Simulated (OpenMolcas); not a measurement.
**Ir³⁺ among point charges: CASSCF and CASPT2 levels and susceptibility**

How does a field of 6 point charges split the states of Ir³⁺, and what χT follows?

Method: state-averaged CASSCF and CASPT2, spin-orbit coupling by RASSI with atomic mean-field integrals. Code: OpenMolcas 26.06.

## (1) What is computed

```
Species                           : Ir³⁺ (iridium, Z = 77, 74 electrons)
Basis                             : ANO-RCC-VDZP [7s6p4d2f], 59 functions
Scalar Hamiltonian                : DKH2, point nucleus
Inactive shells                   : 1s 2s 2p 3s 3p 3d 4s 4p 4d 4f 5s 5p
Active space                      : 6 electrons in 5 orbitals (5d)
Some configurations of this space : 5d6
Orbitals                          : optimised for each spin and parity, averaged over all roots
```

Outer shells as boxes (Hund's rule):

5d6
```
5d [↑↓][↑ ][↑ ][↑ ][↑ ]
```

The ion sits among 6 point charges of -1.36 e arranged as a tetragonal octahedron (D4h), 2.05 Å from the ion, with the axial distance 1.804 Å.

The work runs as a chain of OpenMolcas steps in one folder; each step below is one input file. Labels, J, g values, rates, χT and fits are worked out afterwards by a script from the matrices that RASSI stores. The input lists half of the charges; inversion (Group=XYZ) makes the rest.

## (2) One- and two-electron integrals

a.inp reads:

```
&GATEWAY
Coord
1

Ir 0.0 0.0 0.0
Basis=ANO-RCC-VDZP
Group=XYZ
NoMove
AngMom=0.0 0.0 0.0
AMFI
XField
3 Angstrom 0
2.050000 0.000000 0.000000 -1.360000
0.000000 2.050000 0.000000 -1.360000
0.000000 0.000000 1.804000 -1.360000
&SEWARD
```

Run with:

```
$ OMP_NUM_THREADS=1 MOLCAS_MEM=1689 MOLCAS_PROJECT=a pymolcas a.inp > a.log
```

## (3) Reference wave functions, quintets of even parity, 5 roots

a.inp reads:

```
&RASSCF
FileOrb=start.orb
Symmetry=1
Spin=5
nActEl=6 0 0
Inactive=15 19
Ras2=5 0
CIRoot=5 5 1
SDav=5
CIMx=300
Iter=120 100
PrWF=0.3
OrbListing=Nothing
MaxOrb=0
>>> COPY $Project.JobIph JOB001
```

start.orb holds the contracted functions of the basis, ordered by shell, or the orbitals of the step before.

## (4) CASSCF: triplets of even parity, 45 roots

a.inp reads:

```
&RASSCF
FileOrb=start.orb
Symmetry=1
Spin=3
nActEl=6 0 0
Inactive=15 19
Ras2=5 0
CIRoot=45 45 1
SDav=45
CIMx=300
Iter=120 100
PrWF=0.3
OrbListing=Nothing
MaxOrb=0
>>> COPY $Project.JobIph JOB002
```

## (5) CASSCF: singlets of even parity, 50 roots

a.inp reads:

```
&RASSCF
FileOrb=start.orb
Symmetry=1
Spin=1
nActEl=6 0 0
Inactive=15 19
Ras2=5 0
CIRoot=50 50 1
SDav=50
CIMx=300
Iter=120 100
PrWF=0.3
OrbListing=Nothing
MaxOrb=0
>>> COPY $Project.JobIph JOB003
```

## (6) RASSI: spin-orbit coupling between the states

a.inp reads:

```
&RASSI
NrOfJobIphs=3 5 45 50
1 2 3 4 5
1 2 3 4 5 6 7 8 9 10 11 12 13 14 15 16 17 18 19 20 21 22 23 24 25 26 27
28 29 30 31 32 33 34 35 36 37 38 39 40 41 42 43 44 45
1 2 3 4 5 6 7 8 9 10 11 12 13 14 15 16 17 18 19 20 21 22 23 24 25 26 27
28 29 30 31 32 33 34 35 36 37 38 39 40 41 42 43 44 45 46 47 48 49 50
IphNames
JOB001
JOB002
JOB003
EJob
SpinOrbit
DIPRint=1.0
SOCoupling=1000.0
Subsets=2
Property=9
'ANGMOM' 1 'ANGMOM' 2 'ANGMOM' 3 'MLTPL  1' 1 'MLTPL  1' 2 'MLTPL  1' 3
'AMFI' 1 'AMFI' 2 'AMFI' 3
SOProperty=3
'ANGMOM' 1 'ANGMOM' 2 'ANGMOM' 3
```

## (7) CASPT2: IPEA 0.25, imaginary shift 0.1 (closed shells correlated: 5s 5p)

a.inp reads:

```
>>> COPY JOB001 $Project.JobIph
&CASPT2
Multistate=5 1 2 3 4 5
NoMult
Frozen=14 16
IPEA=0.25
Imaginary=0.1
MaxIter=60
WThr=0.0 0.3 0.05
PrWF=0.5
NoMix
>>> COPY JOB002 $Project.JobIph
&CASPT2
Multistate=45 1 2 3 4 5 6 7 8 9 10 11 12 13 14 15 16 17 18 19 20 21 22
23 24 25 26 27 28 29 30 31 32 33 34 35 36 37 38 39 40 41 42 43 44 45
NoMult
Frozen=14 16
IPEA=0.25
Imaginary=0.1
MaxIter=60
WThr=0.0 0.3 0.05
PrWF=0.5
NoMix
>>> COPY JOB003 $Project.JobIph
&CASPT2
Multistate=50 1 2 3 4 5 6 7 8 9 10 11 12 13 14 15 16 17 18 19 20 21 22
23 24 25 26 27 28 29 30 31 32 33 34 35 36 37 38 39 40 41 42 43 44 45 46
47 48 49 50
NoMult
Frozen=14 16
IPEA=0.25
Imaginary=0.1
MaxIter=60
WThr=0.0 0.3 0.05
PrWF=0.5
NoMix
```

(Steps that only read results are left out.)

Before running it: what results should come out? Wanted: spin-free ground state; first state of the same spin within the active space; lowest level; next level.

The runs gave:

```
                                            quantity                                                                        value
                                              method  SS-CASPT2, IPEA 0.25, imaginary shift 0.1 (closed shells correlated: 5s 5p)
                              spin-free ground state                                              5B2, 1-fold in its orbital part
first state of the same spin within the active space                                                              5E at 2940 cm⁻¹
                                        lowest level                                                                    1-fold A1
                                          next level                                                                   464.8 cm⁻¹
                                         χT at 300 K                                                               2.51 cm³ K/mol
                           effective moment at 300 K                                                                      4.48 μB
```

Cost by method:

```
                                              method  time of its own steps  time with the reference
                                           A. CASSCF                   21 s                     21 s
B. SS-CASPT2, IPEA 0.25, imaginary shift 0.1, +5s 5p                  6.8 s                     28 s
```

Times are of one thread on a shared host.

What this shows: The spin-free ground state (5B2) comes to 100 % from free-ion D terms and keeps the highest spin of the shell. χT at 300 K is 2.51, against 3.01 cm³ K/mol for the spin alone, so spin-orbit coupling lowers it. An active space of the d shell alone favours high spin; real ions in strong fields can be low spin. The field of point charges can differ much from that of real complexes. With metal d orbitals alone active, the gaps between spin states are rough; where two lie within a few thousand cm-1, their order is open. This is an electrostatic model: the charges have no orbitals.
